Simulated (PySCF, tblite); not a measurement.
# CH9FOSi3: geometry, infrared bands and NMR shifts

Wanted: the infrared bands and NMR shifts of CH9FOSi3 (`C[SiH2]O[SiH2][SiH2]F`), by calculation.

Computed with tblite 0.8.0 and PySCF 2.14.0, with density-fitted response routines of our own, on a single molecule in the gas phase. Atoms count from 0, in the outputs and in this text.

### 1 The molecule as given

15 atoms, charge 0, multiplicity 1; geometry from: force field or distance geometry start.

Bonds of the start (Å): C0–Si1 1.86, Si1–O2 1.73, O2–Si3 1.72, Si3–Si4 2.21, Si4–F5 1.69, C0–H6 1.11, C0–H7 1.11, C0–H8 1.11, Si1–H9 1.47, Si1–H10 1.49, Si3–H11 1.46, Si3–H12 1.50, Si4–H13 1.48, Si4–H14 1.48.

### 2 Relaxing the molecule with GFN2-xTB

Job settings and geometry (Å):

```
{"job": {"kind": "relax", "xc": "GFN2-xTB", "basis": "xTB"}, "charge": 0, "multiplicity": 1}
C     -2.873100     0.157600    -0.372600
Si    -1.394400    -0.890500     0.043300
O     -0.083200    -0.374700    -0.959100
Si     1.033800     0.329500     0.141700
Si     3.104900     0.371400    -0.619300
F      4.083100     1.003300     0.598800
H     -3.377800    -0.250000    -1.277900
H     -3.558100     0.216100     0.493600
H     -2.459900     1.166000    -0.605900
H     -1.708700    -2.315000    -0.142600
H     -1.093700    -0.631900     1.477200
H      0.549000     1.614700     0.628600
H      1.025100    -0.635100     1.292000
H      3.470400    -1.027300    -0.952500
H      3.278200     1.274100    -1.778700
```

Command:

```console
> OMP_NUM_THREADS=1 python probes_run.py task.json out
```

The driver reads the jobs from task.json and runs them one after another.

**Question.** This job is followed by: GFN2-xTB harmonic vibrations, gas phase; GIAO PBE0/pcSseg-1 NMR shielding, non-relativistic, gas phase. Predict these results of the whole session: strongest single infrared mode (GFN2-xTB); zero-point energy (GFN2-xTB); 13C shifts against TMS (PBE0/pcSseg-1); 1H shifts against TMS (PBE0/pcSseg-1, means over atoms taken as alike); 29Si shifts against TMS (PBE0/pcSseg-1); 17O shifts against H2O (PBE0/pcSseg-1); 19F shifts against CFCl3 (PBE0/pcSseg-1); surface potential, 1st and 99th percentile.

The runs gave:

```
                                                              quantity                       value
                             strongest single infrared mode (GFN2-xTB)        689 cm⁻¹, 893 km/mol
                                          zero-point energy (GFN2-xTB)               58.0 kcal/mol
                                13C shifts against TMS (PBE0/pcSseg-1)                    -0.9 ppm
1H shifts against TMS (PBE0/pcSseg-1, means over atoms taken as alike)  5.66, 5.60, 5.07, 0.28 ppm
                               29Si shifts against TMS (PBE0/pcSseg-1)      -1.4, -19.4, -39.6 ppm
                                17O shifts against H2O (PBE0/pcSseg-1)                     0.1 ppm
                              19F shifts against CFCl3 (PBE0/pcSseg-1)                  -266.4 ppm
                                 surface potential, 1st and 99th percentile          -1.19 V and 1.62 V
```

Relaxing lowered the energy by 1.327 eV in 138 steps; the close pair that moved most is Si1–O2, from 1.729 to 1.623 Å. The lowest mode is slightly imaginary (9i cm⁻¹), a soft motion within the noise of the Hessian, so the minimum is not strictly shown. The strongest single mode, at 689 cm⁻¹, is carried by H13, H14, H11, H12. Unscaled tight-binding wavenumbers are off by several per cent, some by more. Its intensities can rank the bands wrongly. At PBE0/pcSseg-1: The largest span, 162 ppm, is at O2, where the paramagnetic term is -66 ppm. At PBE0/pcSseg-1, counted by nearest atom on the grid, the HOMO lies on O2 23 %; Si3, Si4 about 16 % each, the LUMO on Si4 21 %; Si3 17 %.
